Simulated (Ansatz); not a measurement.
This script drives the Python package of Ansatz (0.2.0).

Input file `brh3sesi.xyz`:
```text
6

Se   -1.22400   -1.37400   -0.15330
Si    0.45640    0.06450    0.33230
Br   -0.30760    2.20100    0.33450
H    -1.39980   -0.60920   -1.51660
H     1.51650   -0.08720   -0.69880
H     1.00070   -0.25910    1.65570
```

`scan_brh3sesi.py`
```python
"""Stretching a bond of BrH3SeSi, the rest held rigid."""

import warnings

import ansatz as az
import numpy as np

BASIS_SET = "def2-SVP"
XC = "cam_b3lyp"

warnings.simplefilter("ignore", az.DeckWarning)

brh3sesi = az.Crystal.molecule_from_extxyz("brh3sesi.xyz")

symbols = [site.symbol for site in brh3sesi.cartesian_sites]
start = np.array([site.position_ang for site in brh3sesi.cartesian_sites])
axis = (start[0] - start[1]) / np.linalg.norm(start[0] - start[1])
moving = [0, 3]
lengths, energies = [1.92, 2.08, 2.26, 2.49, 2.83, 3.4, 4.08, 4.98], []
for length in lengths:
    xyz = start.copy()
    xyz[moving] += (length - np.linalg.norm(start[0] - start[1])) * axis
    point = az.Crystal.molecule()
    for symbol, xyz in zip(symbols, xyz):
        point = point.atom(symbol, xyz.tolist())
    setup = (
        point.calculation()
        .basis(gaussian=BASIS_SET)
        .functional(XC)
        .accuracy("high")
        .spin("collinear")
    )
    rep = setup.run().report
    energies.append(rep["free_energy_ev"])
    print(f"r = {length:6.3f} A  E = {energies[-1]:.5f} eV  <S^2> = {abs(rep['mean_field']['state']['spin_squared']):.3f}")

print("energy above the lowest point (eV):", [round(e - min(energies), 3) for e in energies])
```

It is started by `python scan_brh3sesi.py`. Estimate its wall time and peak memory on 1 thread of Arm Neoverse V1, on a shared host.

It took about 5.2 min, with a peak of 0.79 GiB, for 8 runs of the engine.

Running `python scan_brh3sesi.py` prints:
```text
r =  1.920 A  E = -143310.40795 eV  <S^2> = 0.000
r =  2.080 A  E = -143311.52603 eV  <S^2> = 0.000
r =  2.260 A  E = -143311.87747 eV  <S^2> = 0.000
r =  2.490 A  E = -143311.64412 eV  <S^2> = 0.000
r =  2.830 A  E = -143310.80303 eV  <S^2> = 0.000
r =  3.400 A  E = -143309.39699 eV  <S^2> = 0.325
r =  4.080 A  E = -143308.80092 eV  <S^2> = 0.871
r =  4.980 A  E = -143308.65238 eV  <S^2> = 0.995
energy above the lowest point (eV): [1.47, 0.351, 0.0, 0.233, 1.074, 2.48, 3.077, 3.225]
```

What to keep in mind:
- The settings weren't tested for convergence.
- The rest of the molecule is held rigid at a force-field or estimated start geometry, and the basis set is modest; single-reference methods fail as a bond breaks.
- The expectation value of S² is noticeably off S(S+1) in at least one run, so that state is spin-contaminated.

(Lines on the test bed's own set-up are left out of the output.)
